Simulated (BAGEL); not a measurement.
# GeH2OF2 (SMILES [OH][GeH]([F])[F]): B3LYP/6-31G(d) (density fitting with qzvpp-jkfit, spherical functions)

What is the energy change on altering one bond length of GeH2OF2 at B3LYP/6-31G* (density fitting with qzvpp-jkfit, spherical functions)? 

Program for the calculation: BAGEL 1.2.2.

### Step 1. The structure to begin with

GeH2OF2 has 6 atoms, charge 0, and is taken as a singlet. As SMILES, `[OH][GeH]([F])[F]`. The coordinates come from a PBE0-D4/def2-TZVP relaxation. This is one conformer, not always the lowest.

Bond lengths: O1–Ge2 1.742 Å, Ge2–F3 1.720 Å, Ge2–F4 1.720 Å, O1–H5 0.961 Å, Ge2–H6 1.516 Å. Angles: O1–Ge2–F3 109.3°, O1–Ge2–F4 109.3°, F3–Ge2–F4 103.5°, O1–Ge2–H6 111.4°, F3–Ge2–H6 111.5°, F4–Ge2–H6 111.5°, Ge2–O1–H5 114.0°.

### Step 2. The energy at B3LYP/6-31G(d) (density fitting with qzvpp-jkfit, spherical functions)

Input file calc.json:

```json
{ "bagel" : [

{
  "title" : "molecule",
  "basis" : "6-31gs.json",
  "df_basis" : "qzvpp-jkfit",
  "angstrom" : "true",
  "geometry" : [
    { "atom" : "O", "xyz" : [       0.086400,       1.049000,      -0.909900 ] },
    { "atom" : "Ge", "xyz" : [       0.075900,      -0.102300,       0.396800 ] },
    { "atom" : "F", "xyz" : [       1.042800,      -1.459100,      -0.031500 ] },
    { "atom" : "F", "xyz" : [      -1.502300,      -0.768100,       0.556400 ] },
    { "atom" : "H", "xyz" : [      -0.207700,       0.688000,      -1.751000 ] },
    { "atom" : "H", "xyz" : [       0.546800,       0.528400,       1.692900 ] }
  ]
},

{ "title" : "ks", "xc_func" : "b3lyp" },

{ "title" : "print", "file" : "orbitals.molden", "orbitals" : "true" }

]}
```

The basis set 6-31G* is read from a file made from the Basis Set Exchange's data (not shown).

The run is started by

```
BAGEL_NUM_THREADS=1 BAGEL calc.json > calc.out
```

The program printed:

```text
* using 1 threads per process

  ===============================================================
  ===============================================================

  *** Geometry ***

  { "atom" : "O", "xyz" : [      0.163272,      1.982323,     -1.719462 ] },
  { "atom" : "Ge", "xyz" : [      0.143430,     -0.193319,      0.749843 ] },
  { "atom" : "F", "xyz" : [      1.970606,     -2.757299,     -0.059526 ] },
  { "atom" : "F", "xyz" : [     -2.838936,     -1.451499,      1.051444 ] },
  { "atom" : "H", "xyz" : [     -0.392496,      1.300132,     -3.308910 ] },
  { "atom" : "H", "xyz" : [      1.033302,      0.998531,      3.199117 ] },

  Number of auxiliary basis functions:      533

  Since a DF basis is specified, we compute 2- and 3-index integrals:
    o Being stored without compression. Storage requirement is 0.026 GB

  Number of basis functions:       78
  Number of electrons      :       60

    * METHOD: MOLECULE                             0.27

  *** Kohn-Sham DFT ***

    * Removing 9844 points whose weight is below 1.00e-10
    * Grid points: 79592

  === Nuclear Repulsion ===
   329.1601166096

       - DIIS with orbital gradients will be used.

  === KS iteration (b3lyp / 6-31gs.json) ===
      0      -2255.23291103          0.13592358           0.31
      1      -2078.40338037          0.24669330           0.29
      2      -2226.43492543          0.13763067           0.29
      3      -2294.10837684          0.30875820           0.29
      4      -2313.88339614          0.28061301           0.29
      5      -2307.17724125          0.28907919           0.30
      6      -2307.10175006          0.28948883           0.30
      7      -2129.18431501          0.28017083           0.29
      8      -2230.93134199          0.16127379           0.28
      9      -2282.68695621          0.28621300           0.29
     10      -2307.67277416          0.28436280           0.29
     11      -2309.17140894          0.27759861           0.29
     12      -2307.93301528          0.28382742           0.29
     13      -2253.88072625          0.25755150           0.29
     14      -2236.57557717          0.17774581           0.29
     15      -2289.36198606          0.28745760           0.29
     16      -2294.27141608          0.29000098           0.29
     17      -2300.37481009          0.31626007           0.29
     18      -2306.25279262          0.29785508           0.29
     19      -2257.03258253          0.23010082           0.29
     20      -2235.43381718          0.17209807           0.29
     21      -2325.14309084          0.24402010           0.29
     22      -2321.31814692          0.26347741           0.29
     23      -2316.36135867          0.27403756           0.29
     24      -2315.67255557          0.27423713           0.29
     25      -2258.00124914          0.25099236           0.29
     26      -2246.08351773          0.20313802           0.29
[... 4 lines of this table left out ...]
     31      -2352.92761366          0.00656778           0.29
     32      -2352.92167306          0.00795595           0.29
     33      -2352.94622795          0.00187826           0.29
     34      -2352.94748860          0.00051039           0.29
     35      -2352.94759183          0.00007767           0.29
     36      -2352.94759421          0.00000919           0.29
     37      -2352.94759421          0.00000942           0.29
     38      -2352.94759425          0.00000198           0.29
     39      -2352.94759425          0.00000075           0.29
     40      -2352.94759425          0.00000009           0.29
     41      -2352.94759425          0.00000007           0.29
     42      -2352.94759425          0.00000002           0.29
     43      -2352.94759425          0.00000000           0.29
    * SCF iteration converged.

    * Permanent dipole moment:
           (   -0.091545,    -0.387173,     0.054171) a.u.

    * METHOD: KS                                  13.04

    * METHOD: PRINT                                0.01

  ===============================================================
```

Run time: 14 s. Hardware: 1 thread of Arm Neoverse V2, shared host; peak memory 0.35 GiB.

### Step 3. The distorted shape at the same level

Input file input.json:

```json
{ "bagel": [

{
  "title": "molecule",
  "basis": "6-31gs.json",
  "df_basis": "qzvpp-jkfit",
  "angstrom": "true",
  "geometry": [
    { "atom": "O", "xyz": [    0.321681,    1.337801,   -0.237017 ] },
    { "atom": "Ge", "xyz": [    0.311181,    0.186501,    1.069683 ] },
    { "atom": "F", "xyz": [    1.278081,   -1.170299,    0.641383 ] },
    { "atom": "F", "xyz": [   -1.267019,   -0.479299,    1.229283 ] },
    { "atom": "H", "xyz": [   -0.207700,    0.688000,   -1.751000 ] },
    { "atom": "H", "xyz": [    0.782081,    0.817201,    2.365783 ] }
  ]
},
{ "title": "ks", "xc_func": "b3lyp" },
{ "title": "print", "file": "orbitals.molden", "orbitals": "true" }

]}
```

The basis set 6-31G* is read from a file made from the Basis Set Exchange's data (not shown).

The run is started by

```
BAGEL_NUM_THREADS=1 BAGEL input.json > input.out
```

The program printed:

```text
* using 1 threads per process

  ===============================================================
  ===============================================================

  *** Geometry ***

  { "atom" : "O", "xyz" : [      0.607889,      2.528078,     -0.447897 ] },
  { "atom" : "Ge", "xyz" : [      0.588047,      0.352436,      2.021408 ] },
  { "atom" : "F", "xyz" : [      2.415223,     -2.211545,      1.212038 ] },
  { "atom" : "F", "xyz" : [     -2.394319,     -0.905744,      2.323008 ] },
  { "atom" : "H", "xyz" : [     -0.392496,      1.300132,     -3.308910 ] },
  { "atom" : "H", "xyz" : [      1.477919,      1.544286,      4.470682 ] },

  Number of auxiliary basis functions:      533

  Since a DF basis is specified, we compute 2- and 3-index integrals:
    o Being stored without compression. Storage requirement is 0.026 GB

  Number of basis functions:       78
  Number of electrons      :       60

    * METHOD: MOLECULE                             0.26

  *** Kohn-Sham DFT ***

    * Removing 9191 points whose weight is below 1.00e-10
    * Grid points: 80245

  === Nuclear Repulsion ===
   325.3220277983

       - DIIS with orbital gradients will be used.

  === KS iteration (b3lyp / 6-31gs.json) ===
      0      -2255.94880605          0.13414579           0.31
      1      -2079.26186461          0.24721384           0.29
      2      -2227.10497066          0.13919711           0.29
      3      -2299.21481028          0.31355366           0.29
      4      -2314.75782100          0.27779949           0.29
      5      -2308.54415736          0.28405952           0.28
      6      -2309.05038003          0.28179204           0.28
      7      -2130.79273378          0.28343425           0.28
      8      -2232.33359707          0.16164476           0.29
      9      -2280.82772727          0.27281592           0.28
     10      -2311.05754700          0.26250048           0.29
     11      -2314.65115260          0.26796458           0.29
     12      -2311.08909095          0.26446216           0.28
     13      -2258.48349482          0.22960863           0.29
     14      -2237.29973157          0.17547639           0.30
     15      -2342.03076206          0.14392523           0.29
     16      -2288.66332905          0.26853218           0.30
     17      -2299.75578781          0.26065443           0.29
     18      -2300.61864530          0.25893991           0.29
     19      -2280.79217947          0.18744327           0.29
     20      -2291.38724899          0.23689350           0.29
     21      -2343.73041861          0.13835443           0.28
     22      -2345.39500964          0.12885328           0.29
     23      -2345.39286964          0.11218846           0.29
     24      -2350.62499911          0.07400100           0.29
     25      -2348.94618052          0.10822496           0.29
     26      -2352.60059720          0.02173513           0.29
     27      -2352.77452243          0.00892096           0.29
     28      -2352.80361462          0.00435564           0.29
     29      -2352.80172601          0.00475012           0.28
     30      -2352.81153353          0.00053849           0.29
     31      -2352.81166810          0.00021753           0.29
     32      -2352.81169074          0.00006102           0.28
     33      -2352.81169188          0.00004265           0.29
     34      -2352.81169257          0.00001441           0.29
     35      -2352.81169264          0.00000729           0.30
     36      -2352.81169265          0.00000587           0.28
     37      -2352.81169266          0.00000105           0.29
     38      -2352.81169266          0.00000036           0.28
     39      -2352.81169266          0.00000015           0.29
     40      -2352.81169266          0.00000013           0.29
     41      -2352.81169266          0.00000005           0.29
     42      -2352.81169266          0.00000004           0.30
     43      -2352.81169266          0.00000001           0.30
    * SCF iteration converged.

    * Permanent dipole moment:
           (   -0.044380,    -0.356033,     0.220244) a.u.

    * METHOD: KS                                  13.01

    * METHOD: PRINT                                0.01

  ===============================================================
```

Wall time 14 s (1 thread of Arm Neoverse V2, shared host); peak memory 0.35 GiB.

### Step 4. Summary of results

At B3LYP/6-31G* (density fitting with qzvpp-jkfit, spherical functions):

| quantity | value |
| --- | --- |
| first shape: total energy | -2352.94759 Eh |
| first shape: dipole moment | 1.02 D |
| first shape: HOMO energy | -9.37 eV |
| first shape: LUMO energy | -0.23 eV |
| first shape: HOMO–LUMO gap | 9.14 eV |
| distorted shape: total energy | -2352.81169 Eh |
| distorted shape: dipole moment | 1.07 D |
| distorted shape: HOMO energy | -8.95 eV |
| distorted shape: LUMO energy | -4.49 eV |
| distorted shape: HOMO–LUMO gap | 4.46 eV |
| energy change with the O1–H5 bond stretched from 0.961 to 1.730 Å | 3.698 eV |

What this shows: With the O1–H5 bond stretched from 0.961 to 1.730 Å the energy rises by 3.70 eV (357 kJ/mol). The first shape isn't relaxed at this level, so the change isn't measured from a minimum. A restricted reference can't describe the breaking bond well at this length.
